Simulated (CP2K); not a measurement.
**GaGe under changes of volume**

One of the cells (24.335 Å³/atom); the others are scaled copies at fixed shape and fractional positions:

```xyz
2
Lattice="4.0982 0.0000 0.0000 2.0491 3.5491 0.0000 2.0491 1.1830 3.3461" Properties=species:S:1:pos:R:3 pbc="T T T"
Ge    0.0000    0.0000    0.0000
Ga    2.0491    1.1830    0.8365
```

The cell comes from a database or a generator and needn't be the stable form of this composition.

```yaml
Program: CP2K 2026.2
Functional: r2SCAN
Potentials_or_basis: POTENTIAL_UZH Ge GTH-SCAN-q4, Ga GTH-SCAN-q13; TZVP-MOLOPT-SCAN-GTH basis
Density_cutoff: 9184 eV
k_mesh: 8 × 8 × 8
Occupations: fermi-dirac, width 0.01 eV
Spin: no spin polarisation
```

```tsv
volume (Å³/atom)	energy over the lowest point (meV/atom)	pressure (GPa)
22.875	0.00	-0.4
23.361	?	?
23.848	9.54	-2.6
24.335	24.54	-3.4
24.821	36.21	-4.2
25.308	50.13	-4.9
25.795	66.04	-5.5
```

Problem. What does the run at 23.361 Å³/atom give?

Solution. Energy over the lowest point 3.09 meV/atom; pressure -1.6 GPa.

Worked out: A Birch-Murnaghan fit of order 3 (a polynomial in V^(-2/3)) to the other rows has its minimum at 22.91 Å³/atom with B0 = V·E''(V) = 114 GPa (rough, since the energies scatter). It gives 2.64 meV/atom at 23.361 Å³/atom, against the run's 3.09, and -dE/dV = -1.9 GPa, against -1.6.

Energies are extrapolated to zero smearing.

Caveats: the basis of atomic orbitals isn't converged, which shifts pressures, moduli and gaps.
